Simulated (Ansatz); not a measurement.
Crystal: NiMoIrPdW.

```
Ni Mo Pd Ir W
1.0
     4.11705    0.00000    0.00000
    -2.05853    3.56547    0.00000
     0.00000    0.00000    5.44580
Ni Mo Pd Ir W
1 1 1 1 1
Cartesian
  0.0000 0.0000 5.2157
  2.0585 1.1885 5.2367
  2.0585 1.1885 2.5211
  0.0000 2.3770 3.9521
  0.0000 2.3770 1.2875
```

The cell was built by a generator and needn't be a form met in nature.

| Item | Value |
| --- | --- |
| Program | Ansatz 0.2.0 |
| Task | relaxation of cell and atoms |
| Functional | r2SCAN |
| Dispersion | rVV10 |
| Potentials or basis | Ansatz PAW |
| Cutoff | 500 eV (not typed: the program's choice for these potentials) |
| k mesh | 6 × 6 × 4 |
| Occupations | fermi-dirac, width 0.05 eV |
| Spin | collinear spin, ferromagnetic start |
| Starting moments | [1.0, 1.0, 0.0, 0.6, 0.0] μB |

At the start: volume 15.99 Å³/atom.

Question: Where does the relaxation end?

Answer: It ends after 5 steps and the volume is 15.51 Å³/atom (-3.0 %); space group P3m1 (No. 156, to 0.05 Å); moment 0.00 μB per cell.

The path:
```csv
step,energy change (eV),largest force (eV/Å),volume (Å³)
1,0.0000,0.1869,79.94
2,-0.0589,0.0386,77.71
3,-0.0599,0.0150,77.51
4,-0.0600,0.0051,77.53
5,-0.0581,0.0052,77.53
```

Final structure:
```
Ni Mo Pd Ir W
1.0
     4.06758    0.00000    0.00000
    -2.03379    3.52263    0.00000
     0.00000    0.00000    5.41066
Ni Mo Pd Ir W
1 1 1 1 1
Direct
  0.00000 0.00000 0.95462
  0.66667 0.33333 0.96459
  0.66667 0.33333 0.46536
  0.33333 0.66667 0.72351
  0.33333 0.66667 0.23637
```

Caveat: the magnetic or orbital state may not be the lowest; the plane-wave basis is chosen anew once the cell has moved, so the energies of steps on either side of that aren't comparable; the PAW data sets come from PBE, with cores solved anew for the run's functional, which leaves a small shift of forces and pressure; the starting moments weren't kept.
